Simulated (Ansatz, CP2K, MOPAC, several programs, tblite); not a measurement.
Energy against volume for Cd2TeO, ordered on the zincblende lattice (P-4m2) with 4 atoms a cell, at fixed shape and fractional coordinates, computed by several methods (PBE and r2SCAN, where shown, with plane waves in Ansatz); the cell shown is that of r2SCAN. With free coordinates or axes held, a curve is too stiff, and on another method's shape its minimum isn't the method's own volume. The symmetry is P-4m2 (No. 115, tetragonal); conventional cell a = 4.205 Å, c = 5.401 Å, 23.88 Å³ an atom. O is surrounded by 4 Cd at 2.27 Å; Cd is surrounded by 2 O at 2.27 Å and 2 Te at 2.79 Å; Te is surrounded by 4 Cd at 2.79 Å. Spin-unpolarised throughout. Whether this structure exists isn't addressed. Energies count from each curve's lowest point; fits are third-order Birch-Murnaghan.

```
O Cd Te
1.0
     4.20513    0.00000    0.00000
     0.00000    4.20513    0.00000
     0.00000    0.00000    5.40071
O Cd Te
1 2 1
Direct
  0.00000 0.00000 0.00000
  0.00000 0.50000 0.83989
  0.50000 0.00000 0.16011
  0.50000 0.50000 0.50000
```

GFN2-xTB (tblite), on the shape of the cell shown, as a cluster of 32 atoms at the zone centre:
```csv
V (Å³/atom),E (meV/atom)
21.010,275.79
22.443,156.70
23.875,75.10
25.308,24.60
26.740,0.00
```
The lowest point is an end point, so the minimum isn't bracketed.

Question: PBE/DZVP (CP2K), on the shape of the cell shown, gives
```tsv
V (Å³/atom)	E (meV/atom)
21.010	164.92
22.443	61.71
23.875	11.89
25.308	0.00
26.740	15.29
```
What equilibrium volume and bulk modulus follow?

Answer: V₀ = 25.14 Å³ an atom and B₀ = 55 GPa.

light PBE (260 eV, its own mesh), on the shape of the cell shown:
```tsv
V (Å³/atom)	E (meV/atom)
21.965	90.53
22.920	88.95
23.875	92.00
24.830	80.18
25.785	11.73
26.740	0.00
```
The points scatter about a smooth fit, as a low cutoff and a light mesh can make them, so no fit is quoted.

PBE/SZV (CP2K), on the shape of the cell shown:
```tsv
V (Å³/atom)	E (meV/atom)
21.010	251.67
22.443	112.75
23.875	35.06
25.308	1.48
26.740	0.00
```
The lowest point is an end point, so the minimum isn't bracketed.

Question: PM7 (MOPAC), on the shape of the cell shown, as a cluster of 32 atoms at the zone centre, gives
```
V (Å³/atom)  E (meV/atom)
     21.010        238.93
     22.443         50.13
     23.875          0.00
     25.308         41.27
     26.740        146.09
```
What equilibrium volume and bulk modulus follow?

Answer: V₀ = 23.85 Å³ an atom and B₀ = 172 GPa.
